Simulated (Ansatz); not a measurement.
# C3H7BSSi: the cost of one run

Program: Ansatz 0.2.0. Level of theory: RKS PBE0-D4/def2-SVP. These are calculated values, not measurements.

**1. The starting structure**

Bond lengths: C1–C2 1.188 Å, C2–S3 1.770 Å, S3–B4 1.988 Å, B4–Si5 1.888 Å, Si5–C6 1.877 Å, C1–H7 1.083 Å, B4–H8 1.165 Å, Si5–H9 1.423 Å, Si5–H10 1.504 Å, C6–H11 1.105 Å, C6–H12 1.111 Å, C6–H13 1.136 Å. Angles (14 of 18 angles, heavy atoms first): C1–C2–S3 177.9°, C2–S3–B4 91.1°, S3–B4–Si5 119.8°, B4–Si5–C6 111.8°, C2–C1–H7 174.5°, S3–B4–H8 117.5°, Si5–B4–H8 122.7°, B4–Si5–H9 109.4°, B4–Si5–H10 107.0°, C6–Si5–H9 111.4°, C6–Si5–H10 108.6°, Si5–C6–H11 107.8°, Si5–C6–H12 108.2°, Si5–C6–H13 111.6°.

As a file:

```xyz
13

C    -1.9817    0.5254    2.3148
C    -1.9466   -0.1618    1.3462
S    -1.8491   -1.2218   -0.0675
B     0.0893   -1.5276    0.2477
Si    1.3601   -0.3745   -0.5396
C     0.5407    1.0128   -1.5021
H    -2.0795    1.2129    3.1460
H     0.3892   -2.4334    0.9155
H     2.2370   -1.1313   -1.3663
H     2.1621    0.2276    0.5814
H    -0.0756    0.5551   -2.2966
H     1.3390    1.6651   -1.9174
H    -0.1646    1.6169   -0.8473
```

**2. Relaxing end A**

Input file input.yaml:

```yaml
crystal:
  periodic: [false, false, false]
  atoms:
    - { symbol: C, position_ang: [-1.9817, 0.5254, 2.3148] }
    - { symbol: C, position_ang: [-1.9466, -0.1618, 1.3462] }
    - { symbol: S, position_ang: [-1.8491, -1.2218, -0.0675] }
    - { symbol: B, position_ang: [0.0893, -1.5276, 0.2477] }
    - { symbol: Si, position_ang: [1.3601, -0.3745, -0.5396] }
    - { symbol: C, position_ang: [0.5407, 1.0128, -1.5021] }
    - { symbol: H, position_ang: [-2.0795, 1.2129, 3.146] }
    - { symbol: H, position_ang: [0.3892, -2.4334, 0.9155] }
    - { symbol: H, position_ang: [2.237, -1.1313, -1.3663] }
    - { symbol: H, position_ang: [2.1621, 0.2276, 0.5814] }
    - { symbol: H, position_ang: [-0.0756, 0.5551, -2.2966] }
    - { symbol: H, position_ang: [1.339, 1.6651, -1.9174] }
    - { symbol: H, position_ang: [-0.1646, 1.6169, -0.8473] }
basis:
  gaussian: { orbitals: def2-SVP }
hamiltonian:
  xc: pbe0
  dispersion: d4
relax:
  f_tol: 0.02
  max_steps: 50
```

Launch:

```sh
ansatz run input.yaml --threads 2 --pin off --max-ram 3072MiB --backend cpu --events-out ev --progress --plain --runs-dir out
```

**Question.** How long does this run take on 2 threads of AMD EPYC 7R43 (Zen 3), shared host, and how much memory does it need?

About 83 s, with a peak of 0.33 GiB.
